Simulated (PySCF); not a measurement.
# AlGe: from the state search to spectroscopic constants, part 1 of 2

Aim: find the lowest electronic state of AlGe, scan its bond at several levels of theory, and get bond length, wavenumber and dissociation energy from each curve.

Method: Al x2c-SVPall, Ge x2c-SVPall, spin-free X2C with a Gaussian nucleus; program: PySCF 2.14.0.

### 1 Input

The job is set up so:

```yaml
atoms: Al, Ge
charge: 0
basis: Al x2c-SVPall, Ge x2c-SVPall
Hamiltonian: spin-free X2C with a Gaussian nucleus
basis_functions: 50
electrons_treated: 45
masses_in_u: 26.9815, 73.9212
levels: PBE0, PBE, r²SCAN, B2PLYP, B97-3, M06-L, ωB97X, HF, MP2, SCS-MP2, CCSD, CCSD(T)
grid: 80 radial by 434 angular points
occupations: held fixed by the projection of orbital angular momentum
dissociation_limit: Al + Ge, each in its ground configuration
starting_distance_in_angstrom: 2.355
values_of_2S_to_try: 1, 3
```

Launch:

```sh
> OMP_NUM_THREADS=1 python dia.py task.json out
```

The job searches for the state first and then visits each distance with every level. Its results follow level by level.

### 2 Which determinant to follow

At the starting distance of 2.355 Å the search finds these solutions (others can lie among them):

```csv
2Ms+1,unpaired,term,E (eV),⟨S²⟩,⟨Lz²⟩,μ (D)
4,"σ ↑, π ↑↑",⁴Σ⁻,0.00,3.75,0.00,-0.96
2,"σ ↓, π ↑↑",not assigned,0.29,1.77,0.00,-1.06
2,"σ ↑, π ↑↓",not assigned,0.38,1.77,2.01,-0.90
2,π ↑,²Π,1.06,0.78,1.00,-1.69
2,σ ↑,not assigned,1.06,0.76,2.00,-0.61
2,π ↑,²Π,1.29,0.75,1.00,0.78
```

6 of 11 solutions are listed, lowest first.

A term symbol stands only where ⟨S²⟩ and ⟨Lz²⟩ are near those of a pure state. A positive dipole means Al(−)Ge(+).

Followed over a short scan are these candidates:

```csv
2Ms+1,unpaired,R at minimum (Å),energy at minimum (eV)
4,"σ ↑, π ↑↑",2.47,0.00
2,"σ ↓, π ↑↑",2.44,0.30
2,"σ ↑, π ↑↓",2.46,0.39
2,π ↑,not bracketed,≤ 0.93
2,π ↑,2.30,1.09
```

The search made 11 SCF attempts at the starting distance; with the short scans it took 13 s of wall time (1 thread, shared host).

### 3 First curve: PBE0

State followed: ⁴Σ⁻ (quartet), unpaired electrons σ ↑, π ↑↑. The scan is laid around 2.466 Å.

Log of the SCF at 2.466 Å:

```text
******** <class 'pyscf.dft.uks_symm.SymAdaptedUKS'> ********
method = SymAdaptedUKS
initial guess = minao
damping factor = 0
level_shift factor = 0
DIIS = <class 'pyscf.scf.diis.CDIIS'>
diis_start_cycle = 1
diis_space = 10
diis_damp = 0
SCF conv_tol = 1e-09
SCF conv_tol_grad = None
SCF max_cycles = 60
direct_scf = False
max_memory 909 MB (current use 299 MB)
number electrons alpha = 24  beta = 21
XC library pyscf.dft.libxc version 7.0.0
    S. Lehtola, C. Steigemann, M. J.T. Oliveira, and M. A.L. Marques.,  SoftwareX 7, 1–5 (2018)
XC functionals = PBE0
    C. Adamo and V. Barone.,  J. Chem. Phys. 110, 6158 (1999)
    M. Ernzerhof and G. E. Scuseria.,  J. Chem. Phys. 110, 5029 (1999)
small_rho_cutoff = 0
Overwritten attributes  get_j get_jk get_hcore get_k get_occ  of <class 'pyscf.dft.uks_symm.SymAdaptedUKS'>
Set gradient conv threshold to 3.16228e-05
init E= -2340.79100870372
cycle= 1 E= -2340.78068460875  delta_E= 0.0103  |g|= 0.00682  |ddm|= 0.0526
cycle= 2 E= -2340.78071454116  delta_E= -2.99e-05  |g|= 0.00617  |ddm|= 0.0281
cycle= 3 E= -2340.78074764987  delta_E= -3.31e-05  |g|= 0.00211  |ddm|= 0.0143
cycle= 4 E= -2340.78075061401  delta_E= -2.96e-06  |g|= 0.00035  |ddm|= 0.00359
cycle= 5 E= -2340.78075124147  delta_E= -6.27e-07  |g|= 0.000239  |ddm|= 0.00246
cycle= 6 E= -2340.78075140259  delta_E= -1.61e-07  |g|= 9.84e-05  |ddm|= 0.00111
cycle= 7 E= -2340.7807514416  delta_E= -3.9e-08  |g|= 7.91e-06  |ddm|= 0.000808
cycle= 8 E= -2340.78075144182  delta_E= -2.19e-10  |g|= 3.03e-06  |ddm|= 7.24e-05
Extra cycle  E= -2340.78075144182  delta_E= -9.09e-13  |g|= 3.63e-06  |ddm|= 2.02e-05
converged SCF energy = -2340.78075144182  <S^2> = 3.7539203  2S+1 = 4.0019596
```

The curve and what changes along it:

```csv
R (Å),E (eV),μ (D),Mulliken charge of Al (e),Mayer bond order,⟨S²⟩,HOMO (eV),LUMO (eV)
2.1208,0.6427,-0.67,0.12,1.69,3.75,-5.56,-3.05
2.2194,0.2824,-0.78,0.14,1.62,3.75,-5.61,-2.92
2.3180,0.0867,-0.90,0.16,1.56,3.75,-5.65,-2.80
2.3920,0.0184,-1.00,0.17,1.51,3.75,-5.67,-2.73
2.4660,0.0000,-1.12,0.18,1.46,3.75,-5.67,-2.74
2.5400,0.0194,-1.26,0.19,1.42,3.75,-5.56,-2.74
2.6386,0.0878,-1.45,0.20,1.36,3.75,-5.43,-2.74
2.7619,0.2187,-1.72,0.21,1.30,3.75,-5.28,-2.72
2.9099,0.4133,-2.05,0.22,1.24,3.75,-5.12,-2.68
3.1072,0.6968,-2.51,0.23,1.17,3.75,-4.93,-2.62
```

The fit gives Re = 2.462 Å, ωe = 310 cm⁻¹, ωexe = 1.28 cm⁻¹, αe = 0.000825 cm⁻¹, Be = 0.1408 cm⁻¹, De = 2.49 eV, μ = -1.12 D.

Orbitals nearest the gap at 2.466 Å:

| spin | orbital | ε (eV) | filled | made of |
| --- | --- | --- | --- | --- |
| β | σ | -32.37 | yes | Ge d 100 % |
| β | π | -32.36 | yes | Ge d 100 % |
| β | π | -32.36 | yes | Ge d 100 % |
| α | σ | -14.34 | yes | Ge s 83 %, Al s 11 % |
| β | σ | -12.21 | yes | Ge s 78 %, Al s 16 % |
| α | σ | -9.21 | yes | Al s 67 %, Ge p 18 %, Ge s 13 % |
| β | σ | -7.79 | yes | Al s 73 %, Ge s 17 %, Ge p 10 % |
| α | σ | -5.68 | yes | Ge p 45 %, Al p 39 %, Al s 14 % |
| α | π | -5.67 | yes | Ge p 74 %, Al p 25 % |
| α | π | -5.67 | yes | Ge p 74 %, Al p 25 % |
| β | σ | -2.74 | no | Ge p 46 %, Al p 41 %, Al s 10 % |
| β | π | -2.64 | no | Al p 50 %, Ge p 49 % |
| α | π | -1.68 | no | Al p 74 %, Ge p 25 % |
| α | π | -1.68 | no | Al p 74 %, Ge p 25 % |

Polarisability there: 128.8 bohr³ along the bond, 49.5 across it. Without diffuse functions these come out too small, above all across the bond.

### 4 Fields at the reference distance

Orbitals, density, ELF and potential are computed afterwards from the orbital file.

Frontier orbitals at PBE0 (alpha spin), with the share of their density that lies nearest to each atom:

```
orbital  energy (eV)             lies on
   HOMO        -5.67  Ge2 72 %; Al1 28 %
   LUMO        -1.68  Al1 72 %; Ge2 28 %
```

ELF in a plane through or near 2 of the atoms.

Ten even steps from ' ' (0.00) to '@' (1.00):
```
          ..........  ......::::::::::::......          
      ..::--------::::::::::----========----::..        
  ..::==++******++++==--------==++++++++++====--..      
  ::++**##%%%%%%####**++++====++****####****++==--..    
..--**##%%@@@@%%%%##****++++++++**##########**++--::..  
--++##%%@@@@@@@@%%######**************####%%##**==--..  
==##%%@@@@@@@@%%++----++####****++====++**##%%##**==::..
++%%@@@@@@@@##==........++##**==::::::::==++%%%%##++--..
**%%@@@@@@@@--..--####::::##**--::****==::--##%%##++--..
**%%@@@@@@@@::..##%%%%==..****::==**==**::--**%%%%**--..
**%%@@@@@@@@::..##%%%%==..****::==**==**::--**%%%%**--..
**%%@@@@@@@@--..--####::::##**--::****==::--##%%##++--..
++%%@@@@@@@@##==........++##**==::::::::==++%%%%##++--..
==##%%@@@@@@@@@@++----++####****++====++**##%%##**==::..
--++##%%@@@@@@@@%%######**************####%%##**==--..  
..--**##%%@@@@@@%%##****++++++++**##########**++--::..  
  ::++**##%%%%%%####**++++====++****####****++==--..    
  ..::==++******++++==--------==++++++++++====--..      
      ..::--------::::::::::----========----::..        
          ..........  ......::::::::::::......          
```
The map spans 7.7 Å across and 5.2 Å up, centred on the molecule. Atoms in the plane (x, y in Å): Al1 (-1.2, 0.0), Ge2 (1.2, 0.0).

On the surface of density 0.002 e/bohr³ the electrostatic potential runs, from the 1st to the 99th percentile, from -0.01 V near Ge2 to 1.06 V near Al1.

The spin density lies nearest to Ge2 65 %; Al1 35 %.

### 5 Higher solutions at PBE0

State 2: Ms = 0.5 determinant of mixed spin (⟨S²⟩ = 1.77), unpaired electrons σ ↓, π ↑↑, an excited solution.

Log of the SCF at 2.466 Å:

```text
[... 13 set-up lines left out, the same as in an earlier log ...]
max_memory 909 MB (current use 345 MB)
number electrons alpha = 23  beta = 22
[... 7 set-up lines left out, the same as in an earlier log ...]
init E= -2340.78026637986
cycle= 1 E= -2340.76944363185  delta_E= 0.0108  |g|= 0.00764  |ddm|= 0.0554
cycle= 2 E= -2340.76950057258  delta_E= -5.69e-05  |g|= 0.00522  |ddm|= 0.0259
cycle= 3 E= -2340.76952374845  delta_E= -2.32e-05  |g|= 0.00126  |ddm|= 0.0102
cycle= 4 E= -2340.76952459615  delta_E= -8.48e-07  |g|= 0.00039  |ddm|= 0.00177
cycle= 5 E= -2340.76952500076  delta_E= -4.05e-07  |g|= 0.000186  |ddm|= 0.00203
cycle= 6 E= -2340.76952505162  delta_E= -5.09e-08  |g|= 0.000104  |ddm|= 0.000768
cycle= 7 E= -2340.76952507245  delta_E= -2.08e-08  |g|= 8.53e-06  |ddm|= 0.000463
cycle= 8 E= -2340.76952507264  delta_E= -1.9e-10  |g|= 1.75e-06  |ddm|= 5e-05
Extra cycle  E= -2340.76952507264  delta_E= -4.55e-13  |g|= 2.17e-06  |ddm|= 1.06e-05
converged SCF energy = -2340.76952507264  <S^2> = 1.7748689  2S+1 = 2.8459578
```

Re = 2.441 Å, ωe = 325 cm⁻¹; the determinant mixes terms (⟨S²⟩ = 1.77, ⟨Lz²⟩ = 0.00), so these belong to no real state. Its minimum lies 0.30 eV above that of the lowest state.

State 3: Ms = 0.5 determinant of mixed spin (⟨S²⟩ = 1.77), unpaired electrons σ ↑, π ↑↓, an excited solution.

The SCF at the reference distance, 2.466 Å, printed:

```text
[... 13 set-up lines left out, the same as in an earlier log ...]
max_memory 909 MB (current use 311 MB)
[... 8 set-up lines left out, the same as in an earlier log ...]
init E= -2340.77691123698
cycle= 1 E= -2340.76645982472  delta_E= 0.0105  |g|= 0.00713  |ddm|= 0.0534
cycle= 2 E= -2340.76650362093  delta_E= -4.38e-05  |g|= 0.00546  |ddm|= 0.0256
cycle= 3 E= -2340.76652881958  delta_E= -2.52e-05  |g|= 0.00173  |ddm|= 0.0114
cycle= 4 E= -2340.76653047788  delta_E= -1.66e-06  |g|= 0.000417  |ddm|= 0.00285
cycle= 5 E= -2340.76653102738  delta_E= -5.5e-07  |g|= 0.000299  |ddm|= 0.00254
cycle= 6 E= -2340.7665312095  delta_E= -1.82e-07  |g|= 8.48e-05  |ddm|= 0.00108
cycle= 7 E= -2340.76653124016  delta_E= -3.07e-08  |g|= 1.03e-05  |ddm|= 0.000674
cycle= 8 E= -2340.766531241  delta_E= -8.41e-10  |g|= 4.35e-06  |ddm|= 9.45e-05
Extra cycle  E= -2340.76653124109  delta_E= -8.82e-11  |g|= 4.28e-06  |ddm|= 2.8e-05
converged SCF energy = -2340.76653124109  <S^2> = 1.7659667  2S+1 = 2.8396948
```

Re = 2.454 Å, ωe = 317 cm⁻¹; the determinant mixes terms (⟨S²⟩ = 1.77, ⟨Lz²⟩ = 2.01), so these belong to no real state. Its minimum lies 0.39 eV above that of the lowest state.

State 4: ²Π (doublet), unpaired electrons π ↑, an excited solution.

Log of the SCF at 2.466 Å:

```text
[... 22 set-up lines left out, the same as in an earlier log ...]
init E= -2340.74580502205
cycle= 1 E= -2340.74041961134  delta_E= 0.00539  |g|= 0.00619  |ddm|= 0.0545
cycle= 2 E= -2340.74045975771  delta_E= -4.01e-05  |g|= 0.00383  |ddm|= 0.0453
cycle= 3 E= -2340.74047502467  delta_E= -1.53e-05  |g|= 0.00158  |ddm|= 0.0134
cycle= 4 E= -2340.74047587615  delta_E= -8.51e-07  |g|= 0.000165  |ddm|= 0.0019
cycle= 5 E= -2340.74047594693  delta_E= -7.08e-08  |g|= 5.9e-05  |ddm|= 0.00111
cycle= 6 E= -2340.74047595829  delta_E= -1.14e-08  |g|= 3.02e-05  |ddm|= 0.000308
cycle= 7 E= -2340.7404759599  delta_E= -1.62e-09  |g|= 6.93e-06  |ddm|= 0.000144
cycle= 8 E= -2340.74047596  delta_E= -1e-10  |g|= 8.03e-07  |ddm|= 4e-05
Extra cycle  E= -2340.74047596  delta_E= 4.55e-13  |g|= 5.5e-07  |ddm|= 6.53e-06
converged SCF energy = -2340.74047596  <S^2> = 0.75283201  2S+1 = 2.00283
```

Re = 2.699 Å, ωe = 253.0 cm⁻¹, ωexe = 0.852 cm⁻¹, αe = 0.000599 cm⁻¹, Be = 0.1171 cm⁻¹, μ = 0.00 D. Its minimum lies 0.93 eV above that of the lowest state.

Energy (eV) from the lowest point of the lowest state:

| R (Å) | lowest | state 2 | state 3 | state 4 |
| --- | --- | --- | --- | --- |
| 2.121 | 0.643 | 0.909 | 1.022 | 2.469 |
| 2.219 | 0.282 | 0.556 | 0.661 | 1.862 |
| 2.318 | 0.087 | 0.371 | 0.467 | 1.452 |
| 2.392 | 0.018 | 0.313 | 0.402 | 1.241 |
| 2.466 | 0.000 | 0.305 | 0.387 | 1.096 |
| 2.540 | 0.019 | 0.336 | 0.411 | 1.003 |
| 2.639 | 0.088 | 0.420 | 0.485 | 0.942 |
| 2.762 | 0.219 | 0.569 | 0.624 | 0.942 |
| 2.910 | 0.413 | 0.780 | 0.827 | 1.017 |
| 3.107 | 0.697 | 1.075 | 1.119 | 1.192 |

### 6 PBE (GGA)

The SCF at the reference distance, 2.466 Å, printed:

```text
[... 17 set-up lines left out, the same as in an earlier log ...]
XC functionals = PBE
    J. P. Perdew, K. Burke, and M. Ernzerhof.,  Phys. Rev. Lett. 77, 3865 (1996)
    J. P. Perdew, K. Burke, and M. Ernzerhof.,  Phys. Rev. Lett. 78, 1396 (1997)
    J. P. Perdew, K. Burke, and M. Ernzerhof.,  Phys. Rev. Lett. 77, 3865 (1996)
    J. P. Perdew, K. Burke, and M. Ernzerhof.,  Phys. Rev. Lett. 78, 1396 (1997)
[... 2 set-up lines left out, the same as in an earlier log ...]
init E= -2340.73358336286
cycle= 1 E= -2340.73402105122  delta_E= -0.000438  |g|= 0.0688  |ddm|= 0.118
cycle= 2 E= -2340.72869611677  delta_E= 0.00532  |g|= 0.113  |ddm|= 0.194
cycle= 3 E= -2340.7337772168  delta_E= -0.00508  |g|= 0.0313  |ddm|= 0.218
cycle= 4 E= -2340.73523424248  delta_E= -0.00146  |g|= 0.000963  |ddm|= 0.0763
cycle= 5 E= -2340.73523544041  delta_E= -1.2e-06  |g|= 0.000288  |ddm|= 0.00298
cycle= 6 E= -2340.73523552432  delta_E= -8.39e-08  |g|= 0.000106  |ddm|= 0.000661
cycle= 7 E= -2340.73523554152  delta_E= -1.72e-08  |g|= 1.19e-05  |ddm|= 0.000325
cycle= 8 E= -2340.73523554178  delta_E= -2.66e-10  |g|= 1.46e-06  |ddm|= 4.75e-05
Extra cycle  E= -2340.73523554178  delta_E= 2.73e-12  |g|= 2.5e-06  |ddm|= 7.35e-06
converged SCF energy = -2340.73523554178  <S^2> = 3.7513303  2S+1 = 4.0006651
```

Re = 2.481 Å, ωe = 299.0 cm⁻¹, ωexe = 1.32 cm⁻¹, αe = 0.000845 cm⁻¹, Be = 0.1386 cm⁻¹, De = 2.65 eV, μ = -0.86 D.

### 7 r²SCAN (meta-GGA)

The SCF at the reference distance, 2.466 Å, printed:

```text
[... 17 set-up lines left out, the same as in an earlier log ...]
XC functionals = R2SCAN
    J. W. Furness, A. D. Kaplan, J. Ning, J. P. Perdew, and J. Sun.,  J. Phys. Chem. Lett. 11, 8208-8215 (2020)
    J. W. Furness, A. D. Kaplan, J. Ning, J. P. Perdew, and J. Sun.,  J. Phys. Chem. Lett. 11, 9248-9248 (2020)
    J. W. Furness, A. D. Kaplan, J. Ning, J. P. Perdew, and J. Sun.,  J. Phys. Chem. Lett. 11, 8208-8215 (2020)
    J. W. Furness, A. D. Kaplan, J. Ning, J. P. Perdew, and J. Sun.,  J. Phys. Chem. Lett. 11, 9248-9248 (2020)
[... 2 set-up lines left out, the same as in an earlier log ...]
init E= -2341.11565021572
cycle= 1 E= -2341.11643176701  delta_E= -0.000782  |g|= 0.0143  |ddm|= 0.111
cycle= 2 E= -2341.11579774793  delta_E= 0.000634  |g|= 0.0236  |ddm|= 0.0809
cycle= 3 E= -2341.11654633645  delta_E= -0.000749  |g|= 0.0101  |ddm|= 0.0705
cycle= 4 E= -2341.11661733261  delta_E= -7.1e-05  |g|= 0.000597  |ddm|= 0.0162
cycle= 5 E= -2341.11661884278  delta_E= -1.51e-06  |g|= 0.000158  |ddm|= 0.00503
cycle= 6 E= -2341.11661889023  delta_E= -4.75e-08  |g|= 8.8e-05  |ddm|= 0.000719
cycle= 7 E= -2341.11661890239  delta_E= -1.22e-08  |g|= 1.67e-05  |ddm|= 0.000321
cycle= 8 E= -2341.11661890281  delta_E= -4.2e-10  |g|= 3.6e-06  |ddm|= 7.6e-05
Extra cycle  E= -2341.11661890275  delta_E= 6.59e-11  |g|= 8.07e-06  |ddm|= 2.65e-05
converged SCF energy = -2341.11661890275  <S^2> = 3.7545415  2S+1 = 4.0022701
```

Re = 2.455 Å, ωe = 312 cm⁻¹, ωexe = 1.40 cm⁻¹, αe = 0.000854 cm⁻¹, Be = 0.1415 cm⁻¹, De = 2.66 eV, μ = -1.15 D.

### 8 B2PLYP (double hybrid)

Log of the SCF at 2.466 Å:

```text
[... 13 set-up lines left out, the same as in an earlier log ...]
max_memory 909 MB (current use 322 MB)
[... 3 set-up lines left out, the same as in an earlier log ...]
XC functionals = 0.53*HF + 0.47*B88, 0.73*LYP
    A. D. Becke.,  Phys. Rev. A 38, 3098 (1988)
    C. Lee, W. Yang, and R. G. Parr.,  Phys. Rev. B 37, 785 (1988)
    B. Miehlich, A. Savin, H. Stoll, and H. Preuss.,  Chem. Phys. Lett. 157, 200 (1989)
[... 2 set-up lines left out, the same as in an earlier log ...]
init E= -2340.56212771564
cycle= 1 E= -2340.56334743693  delta_E= -0.00122  |g|= 0.0298  |ddm|= 0.0862
cycle= 2 E= -2340.56345482744  delta_E= -0.000107  |g|= 0.026  |ddm|= 0.0515
cycle= 3 E= -2340.56361902658  delta_E= -0.000164  |g|= 0.00226  |ddm|= 0.02
cycle= 4 E= -2340.563638499  delta_E= -1.95e-05  |g|= 0.00109  |ddm|= 0.0125
cycle= 5 E= -2340.56364471634  delta_E= -6.22e-06  |g|= 0.000547  |ddm|= 0.00628
cycle= 6 E= -2340.56364652646  delta_E= -1.81e-06  |g|= 0.00021  |ddm|= 0.0045
cycle= 7 E= -2340.56364670203  delta_E= -1.76e-07  |g|= 7.2e-05  |ddm|= 0.00126
cycle= 8 E= -2340.56364672901  delta_E= -2.7e-08  |g|= 1.82e-05  |ddm|= 0.000682
cycle= 9 E= -2340.56364673087  delta_E= -1.86e-09  |g|= 6.51e-06  |ddm|= 0.000187
cycle= 10 E= -2340.56364673104  delta_E= -1.73e-10  |g|= 1.09e-06  |ddm|= 6.73e-05
Extra cycle  E= -2340.56364673105  delta_E= -2.73e-12  |g|= 5.09e-07  |ddm|= 5.75e-06
converged SCF energy = -2340.56364673105  <S^2> = 3.7578482  2S+1 = 4.0039222
```

Re = 2.467 Å, ωe = 308 cm⁻¹, ωexe = 1.29 cm⁻¹, αe = 0.000833 cm⁻¹, Be = 0.1402 cm⁻¹, De = 2.27 eV, μ = -1.40 D. 8.4 s of CPU time for 12 points, integrals apart.

### 9 B97-3 (global hybrid GGA)

The SCF at the reference distance, 2.466 Å, printed:

```text
[... 17 set-up lines left out, the same as in an earlier log ...]
XC functionals = HYB_GGA_XC_B97_3
    T. W. Keal and D. J. Tozer.,  J. Chem. Phys. 123, 121103 (2005)
[... 2 set-up lines left out, the same as in an earlier log ...]
init E= -2340.93179307285
cycle= 1 E= -2340.9324211969  delta_E= -0.000628  |g|= 0.015  |ddm|= 0.144
cycle= 2 E= -2340.93244290088  delta_E= -2.17e-05  |g|= 0.0122  |ddm|= 0.0215
cycle= 3 E= -2340.93247788088  delta_E= -3.5e-05  |g|= 0.000854  |ddm|= 0.01
cycle= 4 E= -2340.93247853426  delta_E= -6.53e-07  |g|= 0.000584  |ddm|= 0.00355
cycle= 5 E= -2340.93247893313  delta_E= -3.99e-07  |g|= 0.000186  |ddm|= 0.0016
cycle= 6 E= -2340.93247898078  delta_E= -4.77e-08  |g|= 4.55e-05  |ddm|= 0.000668
cycle= 7 E= -2340.93247899039  delta_E= -9.6e-09  |g|= 1.63e-05  |ddm|= 0.000312
cycle= 8 E= -2340.93247899174  delta_E= -1.35e-09  |g|= 2.3e-06  |ddm|= 0.000166
cycle= 9 E= -2340.93247899176  delta_E= -2.09e-11  |g|= 8.64e-07  |ddm|= 1.69e-05
Extra cycle  E= -2340.93247899176  delta_E= 9.09e-13  |g|= 1.04e-06  |ddm|= 5.98e-06
converged SCF energy = -2340.93247899176  <S^2> = 3.7535262  2S+1 = 4.0017627
```

Re = 2.475 Å, ωe = 304 cm⁻¹, ωexe = 1.29 cm⁻¹, αe = 0.000834 cm⁻¹, Be = 0.1393 cm⁻¹, De = 2.35 eV, μ = -1.17 D. 7.5 s of CPU time for 12 points, integrals apart.

### 10 M06-L (meta-GGA)

The SCF at the reference distance, 2.466 Å, printed:

```text
[... 17 set-up lines left out, the same as in an earlier log ...]
XC functionals = M06L
    Y. Zhao and D. G. Truhlar.,  J. Chem. Phys. 125, 194101 (2006)
    Y. Zhao and D. G. Truhlar.,  J. Chem. Phys. 125, 194101 (2006)
    Y. Zhao and D. G. Truhlar.,  Theor. Chem. Acc. 120, 215 (2008)
[... 2 set-up lines left out, the same as in an earlier log ...]
init E= -2341.05819201691
cycle= 1 E= -2341.05866035705  delta_E= -0.000468  |g|= 0.0368  |ddm|= 0.174
cycle= 2 E= -2341.05129556678  delta_E= 0.00736  |g|= 0.0765  |ddm|= 0.267
cycle= 3 E= -2341.06004767922  delta_E= -0.00875  |g|= 0.0182  |ddm|= 0.208
cycle= 4 E= -2341.06018256042  delta_E= -0.000135  |g|= 0.00116  |ddm|= 0.0187
cycle= 5 E= -2341.06018433174  delta_E= -1.77e-06  |g|= 0.000366  |ddm|= 0.00373
cycle= 6 E= -2341.06018448869  delta_E= -1.57e-07  |g|= 0.000107  |ddm|= 0.00114
cycle= 7 E= -2341.06018450626  delta_E= -1.76e-08  |g|= 3.36e-05  |ddm|= 0.000446
cycle= 8 E= -2341.06018450852  delta_E= -2.26e-09  |g|= 6.69e-06  |ddm|= 0.00014
cycle= 9 E= -2341.06018450863  delta_E= -1.13e-10  |g|= 9.51e-07  |ddm|= 4.03e-05
Extra cycle  E= -2341.06018450863  delta_E= 3.64e-12  |g|= 1.41e-06  |ddm|= 5.97e-06
converged SCF energy = -2341.06018450863  <S^2> = 3.7517538  2S+1 = 4.0008768
```

Re = 2.445 Å, ωe = 318 cm⁻¹, ωexe = 1.50 cm⁻¹, αe = 0.000885 cm⁻¹, Be = 0.1427 cm⁻¹, De = 2.59 eV, μ = -0.71 D.

### 11 ωB97X (range-separated hybrid)

Output of the SCF at 2.466 Å:

```text
[... 13 set-up lines left out, the same as in an earlier log ...]
max_memory 909 MB (current use 323 MB)
[... 3 set-up lines left out, the same as in an earlier log ...]
XC functionals = WB97X
    J.-D. Chai and M. Head-Gordon.,  J. Chem. Phys. 128, 084106 (2008)
[... 2 set-up lines left out, the same as in an earlier log ...]
init E= -2341.189313477
cycle= 1 E= -2341.19123295329  delta_E= -0.00192  |g|= 0.0179  |ddm|= 0.149
cycle= 2 E= -2341.19148851478  delta_E= -0.000256  |g|= 0.013  |ddm|= 0.0451
cycle= 3 E= -2341.19154690839  delta_E= -5.84e-05  |g|= 0.0034  |ddm|= 0.0131
cycle= 4 E= -2341.19158074955  delta_E= -3.38e-05  |g|= 0.0012  |ddm|= 0.0171
cycle= 5 E= -2341.19158622157  delta_E= -5.47e-06  |g|= 0.000639  |ddm|= 0.00535
cycle= 6 E= -2341.19158924157  delta_E= -3.02e-06  |g|= 0.000265  |ddm|= 0.00484
cycle= 7 E= -2341.19158977397  delta_E= -5.32e-07  |g|= 7.76e-05  |ddm|= 0.00261
cycle= 8 E= -2341.19158980871  delta_E= -3.47e-08  |g|= 2.57e-05  |ddm|= 0.000629
cycle= 9 E= -2341.19158981202  delta_E= -3.31e-09  |g|= 9.59e-06  |ddm|= 0.000201
cycle= 10 E= -2341.19158981257  delta_E= -5.46e-10  |g|= 3.69e-06  |ddm|= 9.11e-05
Extra cycle  E= -2341.1915898126  delta_E= -3.87e-11  |g|= 2.48e-06  |ddm|= 1.69e-05
converged SCF energy = -2341.1915898126  <S^2> = 3.7582112  2S+1 = 4.0041035
```

Re = 2.431 Å, ωe = 325 cm⁻¹, ωexe = 1.27 cm⁻¹, αe = 0.000815 cm⁻¹, Be = 0.1443 cm⁻¹, De = 2.26 eV, μ = -1.28 D. 12 s of CPU time for 12 points, integrals apart.

(Continued in part 2 of 2.)
